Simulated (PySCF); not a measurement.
**TaOH₃: relaxation and vibrations of the singlet**

Aim: relax TaOH₃ as a singlet from a see-saw (ligand arrangement 1) start, check by its vibrations whether the end is a minimum, and collect its spectrum and constants.

Computed with PySCF 2.14.0. Level: PBE0, basis Ta def2-TZVP with ECP60, O def2-TZVP, H def2-TZVP, scalar-relativistic core potentials, no spin–orbit coupling, density fitting.

## 1. The starting structure

5 atoms, charge 0, spin multiplicity 1.

Bond lengths: Ta1–O2 1.830 Å, Ta1–H3 1.780 Å, Ta1–H4 1.780 Å, Ta1–H5 1.780 Å. Angles: O2–Ta1–H3 86.9°, O2–Ta1–H4 86.9°, O2–Ta1–H5 104.0°, H3–Ta1–H4 170.0°, H3–Ta1–H5 86.9°, H4–Ta1–H5 86.9°.

```xyz
5
charge 0 multiplicity 1
Ta    0.0000    0.0000    0.0000
O    -1.4421    0.0000    1.1267
H     0.0000    1.7732    0.1551
H     0.0000   -1.7732    0.1551
H     1.4027    0.0000    1.0959
```

## 2. The SCF at the typed geometry

The steps below are one call of a driver around PySCF. For each, scf.py gives the equivalent set-up of the SCF; relaxations use the driver's own optimiser. After this first run the driver tries any further starts and a stability analysis.

scf.py

```python
from pyscf import gto, scf, dft
mol = gto.M(atom='''
Ta     0.000000     0.000000     0.000000
O     -1.442100     0.000000     1.126700
H      0.000000     1.773200     0.155100
H     -0.000000    -1.773200     0.155100
H      1.402700     0.000000     1.095900''',
    basis={'Ta': 'def2-TZVP', 'O': 'def2-TZVP', 'H': 'def2-TZVP'},
    ecp={'Ta': 'def2-TZVP'},
    charge=0, spin=0)
mf = dft.RKS(mol, xc='PBE0')
mf.grids.atom_grid = (50, 194)
aux = {'Ta': 'def2-universal-JKFIT', 'O': 'def2-universal-JKFIT', 'H': 'def2-universal-JKFIT'}
mf = mf.density_fit(auxbasis=aux)
mf.conv_tol = 1e-08
mf.diis_space = 10
mf.max_cycle = 60
mf.init_guess = 'minao'
mf.verbose = 4
mf.kernel()
```

Command:

```
$ OMP_NUM_THREADS=2 python axn.py task.json out
```

Standard output:

```text
init E= -114.379647994426
  HOMO = -0.438673472606244  LUMO = -0.383910276563494  gap/eV = 1.49018
cycle= 1 E= -133.713111544569  delta_E= -19.3  |g|= 0.873  |ddm|=    6
  HOMO = -0.159564167696658  LUMO = -0.106344222905533  gap/eV = 1.44819
cycle= 2 E= -130.606804272948  delta_E= 3.11  |g|= 3.63  |ddm|= 2.09
  HOMO = -0.218614725251975  LUMO = -0.0867739565597532  gap/eV = 3.58757
cycle= 3 E= -133.833566873553  delta_E= -3.23  |g|= 0.412  |ddm|= 1.82
  HOMO = -0.266073599905337  LUMO = -0.163324358052803  gap/eV = 2.79595
cycle= 4 E= -133.868234122056  delta_E= -0.0347  |g|= 0.255  |ddm|= 0.598
  HOMO = -0.260468976323168  LUMO = -0.137402225428944  gap/eV = 3.34882
cycle= 5 E= -133.882099083113  delta_E= -0.0139  |g|= 0.0652  |ddm|= 0.175
  HOMO = -0.260148292527024  LUMO = -0.136796168899597  gap/eV = 3.35658
cycle= 6 E= -133.883027235206  delta_E= -0.000928  |g|= 0.029  |ddm|= 0.0352
  HOMO = -0.260045101477807  LUMO = -0.136132105910722  gap/eV = 3.37184
cycle= 7 E= -133.883270160984  delta_E= -0.000243  |g|= 0.00494  |ddm|= 0.0254
  HOMO = -0.260673099688212  LUMO = -0.136718760317081  gap/eV = 3.37297
cycle= 8 E= -133.88329328011  delta_E= -2.31e-05  |g|= 0.00337  |ddm|= 0.0125
  HOMO = -0.260815426499363  LUMO = -0.136799446781149  gap/eV = 3.37465
cycle= 9 E= -133.8832987417  delta_E= -5.46e-06  |g|= 0.00075  |ddm|= 0.00454
  HOMO = -0.26077156784643  LUMO = -0.136903464381196  gap/eV = 3.37062
cycle= 10 E= -133.883299963731  delta_E= -1.22e-06  |g|= 0.000167  |ddm|= 0.00387
  HOMO = -0.260784465482047  LUMO = -0.136922655079517  gap/eV = 3.37045
cycle= 11 E= -133.883299988751  delta_E= -2.5e-08  |g|= 2.19e-05  |ddm|= 0.000531
  HOMO = -0.260786557165154  LUMO = -0.136928310435679  gap/eV = 3.37035
cycle= 12 E= -133.883299989151  delta_E= -3.99e-10  |g|= 9.28e-06  |ddm|= 5.15e-05
  HOMO = -0.260785526015237  LUMO = -0.136929448360789  gap/eV = 3.37030
Extra cycle  E= -133.883299988989  delta_E= 1.62e-10  |g|= 3.17e-05  |ddm|= 2.25e-05
converged SCF energy = -133.883299988989
```

This step, with its further starts and checks, needed 7.3 s of wall time on 2 threads of Arm Neoverse V1, shared host.

Energies from each starting density:

```csv
start,energy (Eh)
the minimal-basis guess,-133.883300
a thermally smeared density,-133.883300
a smeared PBE density,-133.883300
```

No lower closed-shell solution turned up from the other starts or in the test of internal stability.

## 3. See-saw (ligand arrangement 1) start, singlet: relaxation

The program finds Cs symmetry in the start, which this walk keeps. The walk stops when the largest gradient is under 0.0003 Eh/bohr and the energy has settled too.

scf.py: that of step 2 with these lines changed.

```diff
@@ -3,5 +3,5 @@
-Ta     0.000000     0.000000     0.000000
-O     -1.442100     0.000000     1.126700
-H      0.000000     1.773200     0.155100
-H     -0.000000    -1.773200     0.155100
-H      1.402700     0.000000     1.095900''',
+Ta     0.108281     0.000000    -0.097209
+O     -1.333819     0.000000     1.029491
+H      0.108281     1.773200     0.057891
+H      0.108281    -1.773200     0.057891
+H      1.510981     0.000000     0.998691''',
@@ -18 +17,0 @@
-mf.init_guess = 'minao'
```

Energy and gradient, step by step:

| step | energy (Eh) | change (kJ/mol) | largest symmetric gradient (Eh/bohr) |
| --- | --- | --- | --- |
| 0 | -133.883300 | 0.00 | 0.13326 |
| 1 | -133.918984 | -93.69 | 0.02279 |
| 2 | -133.931778 | -127.28 | 0.01570 |
| 3 | -133.941509 | -152.83 | 0.01940 |
| 4 | -133.945081 | -162.21 | 0.01921 |
| 5 | -133.952480 | -181.63 | 0.01088 |
| 6 | -133.960238 | -202.00 | 0.01523 |
| 7 | -133.972624 | -234.52 | 0.01846 |
| 8 | -133.977505 | -247.34 | 0.04659 |
| 9 | -133.981593 | -258.07 | 0.00711 |
| 10 | -133.982329 | -260.00 | 0.00940 |
| 11 | -133.982689 | -260.95 | 0.00242 |
| 12 | -133.982731 | -261.06 | 0.00248 |
| 13 | -133.982755 | -261.12 | 0.00061 |
| 14 | -133.982758 | -261.13 | 0.00034 |
| 15 | -133.982760 | -261.13 | 0.00019 |

The walk took 28 s.

Geometry (Å) and forces (eV/Å) at some steps:

```
step 0
Ta   0.108   0.000  -0.097  -6.855   0.000   5.022
O   -1.334   0.000   1.029   5.069   0.000  -3.925
H    0.108   1.773   0.058   1.177   1.243  -0.467
H    0.108  -1.773   0.058   1.177  -1.243  -0.467
H    1.511   0.000   0.999  -0.569   0.000  -0.163
step 1
Ta   0.011   0.000  -0.039  -0.112   0.000  -0.153
O   -1.269   0.000   1.013  -1.100   0.000   1.174
H    0.155   1.816   0.038   0.856   0.441  -0.549
H    0.155  -1.816   0.038   0.856  -0.441  -0.549
H    1.450   0.000   0.997  -0.499   0.000   0.078
step 8
Ta   0.155   0.000   0.440  -2.396   0.000   0.499
O   -1.408   0.000   1.222   2.348   0.000  -1.142
H    0.186   1.390  -0.657  -0.064   0.262   0.155
H    0.186  -1.390  -0.657  -0.064  -0.262   0.155
H    1.383   0.000   1.699   0.175   0.000   0.332
step 15
Ta   0.180   0.000   0.367   0.000   0.000   0.010
O   -1.318   0.000   1.154   0.005   0.000  -0.004
H    0.144   1.501  -0.592  -0.001   0.001  -0.001
H    0.144  -1.501  -0.592  -0.001  -0.001  -0.001
H    1.352   0.000   1.710  -0.003   0.000  -0.003
```

After 15 steps and 261.1 kJ/mol it ends at C3v: Ta–H 1.782 Å (×3), Ta–O 1.692 Å; H–Ta–H 114.8° (×3), H–Ta–O 103.4° (×3).

## 4. Is it a minimum? Harmonic modes

The point is checked on the finer grid, and tightened if its gradient asks for it. The Hessian and the dipole derivatives come from central differences of analytic gradients, with steps of 0.02 bohr.

scf.py: that of step 3 with these lines changed.

```diff
@@ -3,5 +3,5 @@
-Ta     0.108281     0.000000    -0.097209
-O     -1.333819     0.000000     1.029491
-H      0.108281     1.773200     0.057891
-H      0.108281    -1.773200     0.057891
-H      1.510981     0.000000     0.998691''',
+Ta     0.114371     0.000000    -0.060060
+O     -1.383635    -0.000000     0.726592
+H      0.077367     1.501104    -1.019521
+H      0.077367    -1.501104    -1.019521
+H      1.286169    -0.000000     1.282378''',
@@ -12 +12 @@
-mf.grids.atom_grid = (50, 194)
+mf.grids.atom_grid = (75, 302)
@@ -15 +15 @@
-mf.conv_tol = 1e-08
+mf.conv_tol = 1e-10
```

The driver hands on the density of the step before, so the log starts near convergence.

SCF at the final geometry:

```text
init E= -133.982793177527
  HOMO = -0.337008589341418  LUMO = -0.0941424212034087  gap/eV = 6.60873
cycle= 1 E= -133.982793177515  delta_E= 1.14e-11  |g|= 8.9e-06  |ddm|= 5.06e-06
  HOMO = -0.337008171670898  LUMO = -0.0941418178264984  gap/eV = 6.60873
Extra cycle  E= -133.982793177387  delta_E= 1.28e-10  |g|= 2.75e-05  |ddm|= 1.54e-05
converged SCF energy = -133.982793177387
```

The whole step took 31 s.

Geometry: C3v; Ta–H 1.782 Å (×3), Ta–O 1.692 Å; H–Ta–H 114.8° (×3), H–Ta–O 103.4° (×3).

Harmonic modes (main isotopes):

```tsv
symmetry	ω (cm⁻¹)	IR (km/mol)	μ (u)	type
e	571	8.2	1.13	bend
a1	642	106	1.04	bend
e	749	118	1.02	bend
a1	1055	171	13.72	stretch
e	1862	670	1.02	stretch
a1	1890	70.9	1.01	stretch
```

All wavenumbers are real: a minimum.

Constants and moments:

- Dipole moment: 2.77 D
- Highest occupied level: -9.17 eV
- Lowest empty level: -2.56 eV
- Rotational constants: 1.856, 0.3548, 0.3548 cm⁻¹
- Zero-point energy: 59.5 kJ/mol
- Principal polarisabilities: 43.6, 43.6, 45.6 bohr³
- Atomisation energy without zero-point energy: 1676 kJ/mol
- Principal traceless quadrupole moments about the centre of mass: -0.77, 0.39, 0.39 D Å
- Entropy at 298.15 K and 1 bar: 263.9 J/(mol K)
- Heat capacity Cp at 298.15 K: 54.1 J/(mol K)
- Enthalpy at 298.15 K above 0 K: 11.79 kJ/mol
- Rotational symmetry number: 3

Populations by atom (charges in e):

```tsv
atom	Mulliken	Löwdin	polar tensor	Mayer order to Ta1
Ta1	0.87	0.60	1.58	–
O2	-0.45	-0.23	-0.67	2.31
H3,4,5	-0.14	-0.12	-0.30	0.97
```

Outer orbital energies (eV). occupied: -41.49, -25.36, -10.68, -10.54, -10.54, -10.37, -9.17, -9.17; empty: -2.56, -2.56, -1.14, -0.22.

Mulliken populations on Ta1 (outside its core potential): s 2.75, p 6.46, d 2.84, f 0.08.

## 5. Would spin polarisation lower it?

At the lowest minimum the closed shell is tested against spin polarisation, on the (50, 194) grid. It is stable.

## 6. Summary of results

```
                                 quantity                                                                    value
                                  minimum                                                             singlet, C3v
                                 geometry  Ta–H 1.782 Å (×3), Ta–O 1.692 Å; H–Ta–H 114.8° (×3), H–Ta–O 103.4° (×3)
                       wavenumbers (cm⁻¹)               571 (e), 642 (a1), 749 (e), 1055 (a1), 1862 (e), 1890 (a1)
                            dipole moment                                                                   2.77 D
     highest occupied, lowest empty level                                                          -9.17, -2.56 eV
               polar-tensor charge of Ta1                                                                  +1.58 e
                        zero-point energy                                                              59.5 kJ/mol
                      entropy at 298.15 K                                                          263.9 J/(mol K)
atomisation energy (no zero-point energy)                                                              1676 kJ/mol
```

What this shows: From Cs at the start the molecule goes to a C3v minimum. The strongest infrared band lies at 1862 cm⁻¹ (e, stretch). Other starts or spin states, not run here, may lie lower. With an element this heavy the missing spin–orbit coupling can shift these numbers.

The search up to here needed 69 s of wall time on 2 threads of Arm Neoverse V1, shared host.
